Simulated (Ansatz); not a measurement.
# Ge₂H₄ (singlet): the correlation ladder at a displaced geometry (v2), cc-pVDZ

An exercise on one series of results from a longer session: the logs are not shown, and one member is left open.

The runs use Ansatz 0.2.0, Gaussian basis; cc-pVDZ, core rule «outside noble gas», up to 28 orbitals frozen.

To be run: UHF; CCSD(T) on RHF; CCSD(T) on UHF; BCCD(T) on RHF; CISD; CCSDT(Q) on RHF; CCSDT(Q) on UHF; CASSCF and MRCISD+Q, 8 electrons in 8 orbitals; CASSCF and NEVPT4(SD), 8 electrons in 8 orbitals; CASSCF and NEVPT2, 8 electrons in 8 orbitals.

15 further runs of the same task are left out: 6 that didn't finish, 9 set aside as unsound or not needed.

### What is computed

The geometry is a PBE0/def2-TZVP stationary point (not a proven minimum) with its atoms shifted at random (size 0.100 Å). No spin-orbit coupling is included. The filled d shell of Ge may be among the frozen orbitals whatever the setting's name suggests; the logs give the count.

6 atoms, charge 0, spin multiplicity 1.

Atoms are counted from 1 here; the program's logs count them from 0.

Bond lengths: Ge1–Ge2 2.254 Å, Ge1–H3 1.533 Å, Ge1–H4 1.484 Å, Ge2–H5 1.654 Å, Ge2–H6 1.452 Å. Angles: Ge2–Ge1–H3 118.8°, Ge2–Ge1–H4 120.3°, H3–Ge1–H4 109.3°, Ge1–Ge2–H5 119.7°, Ge1–Ge2–H6 123.7°, H5–Ge2–H6 109.5°.

Coordinates:

```xyz
6

Ge    0.0329   -0.0022    1.1276
Ge   -0.0349    0.0062   -1.1257
H     0.4687   -1.2837    1.8478
H     0.5518    1.1760    1.8660
H    -0.5024   -1.3581   -1.9353
H    -0.3689    1.1771   -1.9163
```

Set-up of the first run:

in.yaml

```yaml
crystal:
  periodic: [false, false, false]
  atoms:
    - {symbol: Ge, position_ang: [0.032863, -0.002184, 1.127583]}
    - {symbol: Ge, position_ang: [-0.034935, 0.006190, -1.125670]}
    - {symbol: H, position_ang: [0.468728, -1.283689, 1.847769]}
    - {symbol: H, position_ang: [0.551837, 1.175952, 1.865983]}
    - {symbol: H, position_ang: [-0.502384, -1.358091, -1.935292]}
    - {symbol: H, position_ang: [-0.368854, 1.177082, -1.916326]}
basis:
  gaussian: {orbitals: cc-pVDZ}
magnetization: {spin_polarized: true, initial_magnetization: 0}
hamiltonian: {xc: hf}
output: {orbitals: {seedname: orbitals}}
```

The run is started by

```bash
$ ansatz run in.yaml --threads 1 --pin off --events-out ev --progress --plain --max-ram 2393MiB
```

Steps of the session up to this table: UHF; CCSD(T) on RHF; CCSD(T) on UHF; BCCD(T) on RHF; CISD; CCSDT(Q) on RHF; CCSDT(Q) on UHF; CASSCF and MRCISD+Q, 8 electrons in 8 orbitals; CASSCF and NEVPT4(SD), 8 electrons in 8 orbitals; CASSCF and NEVPT2, 8 electrons in 8 orbitals.

One of the session's tables, all rows but one given; the rest of the session is left out.

| method | from RCCSDT(Q) (meV) |
| --- | --- |
| RHF | +6615.1 |
| UHF | +6399.9 |
| RMP2 | +1422.9 |
| UMP2 | +1698.6 |
| CISD | +915.4 |
| RCCSD | +285.1 |
| UCCSD | +323.6 |
| RCCSD(T) | +52.6 |
| UCCSD(T) | +96.1 |
| BCCD(T) | +51.9 |
| RCCSDT | ? |
| UCCSDT | +23.5 |
| RCCSDT(Q) | 0 |
| UCCSDT(Q) | +4.6 |
| CASSCF frontier | +4663.6 |
| NEVPT2 frontier | +1224.6 |
| NEVPT4(SD) frontier | +161.5 |

Q: Estimate the row for RCCSDT from the others.

As computed: from RCCSDT(Q) (meV): +15.3. In the column «from RCCSDT(Q) (meV)» it lies between UCCSDT(Q) (+4.6) and UCCSDT (+23.5).

Not comparable, so not listed: CASSCF and MRCISD+Q, 8 electrons in 8 orbitals (they don't share determinant, frozen orbitals or solution with the rows shown, or repeat one).

Limits of these values: The determinant is far from a pure spin state, so its energy mixes those of several spin states (harmless only where they are near-degenerate, as at dissociation). Restricted and unrestricted rows rest on different reference determinants; where their highest levels disagree by more than a few hundredths of an eV, they describe different states and don't form one ladder. Warnings in the runs' records: passed over end.
